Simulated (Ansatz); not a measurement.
# Cd5B3O9F: the cost of one run

Program: Ansatz 0.2.0. Level of theory: DFT, levels as named, plane waves, PAW. These are calculated values, not measurements.

## 1. The structure to begin with

It takes space group Cm (No. 8, monoclinic). The conventional cell has a = 8.057 Å, b = 15.966 Å, c = 3.447 Å, α = 90.00°, β = 100.06°, γ = 90.00°. Cd (site symmetry m) is surrounded by 4 O at 2.24 to 2.35 Å and 2 F at 2.34 to 2.47 Å. Cd (site symmetry 1) has 5 O at 2.25 to 2.31 Å and 1 F at 2.36 Å in its first shell of neighbours. Cd (site symmetry 1) has 6 O at 2.27 to 2.54 Å in its first shell of neighbours. Around B (site symmetry 1) lie 3 O at 1.36 to 1.39 Å. B (site symmetry m) is surrounded by 3 O at 1.39 Å. O (site symmetry 1) is surrounded by 1 B at 1.37 Å. O (site symmetry 1) is surrounded by 1 B at 1.39 Å. Only part of the 11 independent sites is listed.

Coordinates:

```
CELL_PARAMETERS angstrom
4.02850 -7.98300 0.00000
4.02850 7.98300 0.00000
-0.60212 0.00000 3.39400
ATOMIC_POSITIONS crystal
Cd 0.23890 0.23890 0.78230
Cd 0.97289 0.73397 0.08340
Cd 0.73397 0.97289 0.08340
Cd 0.65198 0.30028 0.41050
Cd 0.30028 0.65198 0.41050
B 0.96350 0.35450 0.83300
B 0.35450 0.96350 0.83300
B 0.59700 0.59700 0.47400
O 0.89810 0.43930 0.02500
O 0.43930 0.89810 0.02500
O 0.75890 0.60810 0.52000
O 0.60810 0.75890 0.52000
O 0.15540 0.44280 0.84400
O 0.44280 0.15540 0.84400
O 0.42280 0.42280 0.36500
O 0.83030 0.17590 0.64000
O 0.17590 0.83030 0.64000
F 0.02780 0.02780 0.17100
```

## 2. PBE: cell and atoms

Input file input.yaml:

```yaml
crystal:
  lattice:
    - [4.0285, -7.983, 0.0]
    - [4.0285, 7.983, 0.0]
    - [-0.60211979, 0.0, 3.39400365]
  atoms:
    - { symbol: Cd, position: [0.2389, 0.2389, 0.7823] }
    - { symbol: Cd, position: [0.97289, 0.73397, 0.0834] }
    - { symbol: Cd, position: [0.73397, 0.97289, 0.0834] }
    - { symbol: Cd, position: [0.65198, 0.30028, 0.4105] }
    - { symbol: Cd, position: [0.30028, 0.65198, 0.4105] }
    - { symbol: B, position: [0.9635, 0.3545, 0.833] }
    - { symbol: B, position: [0.3545, 0.9635, 0.833] }
    - { symbol: B, position: [0.597, 0.597, 0.474] }
    - { symbol: O, position: [0.8981, 0.4393, 0.025] }
    - { symbol: O, position: [0.4393, 0.8981, 0.025] }
    - { symbol: O, position: [0.7589, 0.6081, 0.52] }
    - { symbol: O, position: [0.6081, 0.7589, 0.52] }
    - { symbol: O, position: [0.1554, 0.4428, 0.844] }
    - { symbol: O, position: [0.4428, 0.1554, 0.844] }
    - { symbol: O, position: [0.4228, 0.4228, 0.365] }
    - { symbol: O, position: [0.8303, 0.1759, 0.64] }
    - { symbol: O, position: [0.1759, 0.8303, 0.64] }
    - { symbol: F, position: [0.0278, 0.0278, 0.171] }
  symmetry: { tolerance: 0.0003 }
hamiltonian:
  xc: pbe
  pseudopotentials: { kind: paw, azcp: { folder: soft_1 } }
basis:
  ecutwfc: 420
magnetization:
  spin_polarized: false
scf:
  occupations: { method: fermi_dirac, width: 0.02 }
kpoints:
  mp_grid: { grid: [2, 2, 2], shift: [0, 0, 0] }
output:
  forces: true
  stress: true
  eigenvalues: true
relax:
  max_steps: 60
  cell: {}
```

Started as:

```
$ ansatz run input.yaml --threads 6 --pin off --max-ram 14336MiB --backend cpu --events-out ev --progress --plain --runs-dir out
```

Q: Estimate wall time and peak memory on 6 threads of AMD EPYC 9R14 (Zen 4), shared host.

About 21 s, with a peak of 0.92 GiB.
